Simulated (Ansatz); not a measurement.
Crystal: SbAs.

```
Sb As
1.0
     2.03271    1.17359    3.71659
    -2.03271    1.17359    3.71659
     0.00000   -2.34718    3.71659
Sb As
1 1
Direct
  0.77090 0.77090 0.77090
  0.22910 0.22910 0.22910
```

The cell is a database's computed one.

| Property | Result |
| --- | --- |
| Program | Ansatz 0.2.0 |
| Task | relaxation of cell and atoms |
| Functional | revPBE |
| Potentials or basis | Ansatz PAW |
| Cutoff | 420 eV (not typed: the program's choice for these potentials) |
| k mesh | 8 × 8 × 8 |
| Occupations | fermi-dirac, width 0.05 eV |
| Spin | no spin polarisation |

At the start: volume 26.60 Å³/atom.

Where does the relaxation end?

It ends after 7 steps and the volume is 27.69 Å³/atom (+4.1 %); space group R3m (No. 160, to 0.05 Å).

Step by step:
```tsv
step	energy change (eV)	largest force (eV/Å)	volume (Å³)
1	0.0000	0.1856	53.20
2	-0.0041	0.1647	56.82
3	-0.0130	0.0141	55.33
4	-0.0130	0.0059	55.27
5	-0.0131	0.0022	55.31
6	-0.0131	0.0007	55.39
7	-0.0134	0.0008	55.39
```

Final structure:
```yaml
crystal:
  lattice:
    - [2.05774, 1.18804, 3.77616]
    - [-2.05774, 1.18804, 3.77616]
    - [0.00000, -2.37608, 3.77616]
  atoms:
    - { symbol: Sb, position: [0.77132, 0.77132, 0.77132] }
    - { symbol: As, position: [0.22868, 0.22868, 0.22868] }
```

Caveat: the plane-wave basis is chosen anew once the cell has moved, so the energies of steps on either side of that aren't comparable; the PAW data sets come from PBE, with cores solved anew for the run's functional, which leaves a small shift of forces and pressure.
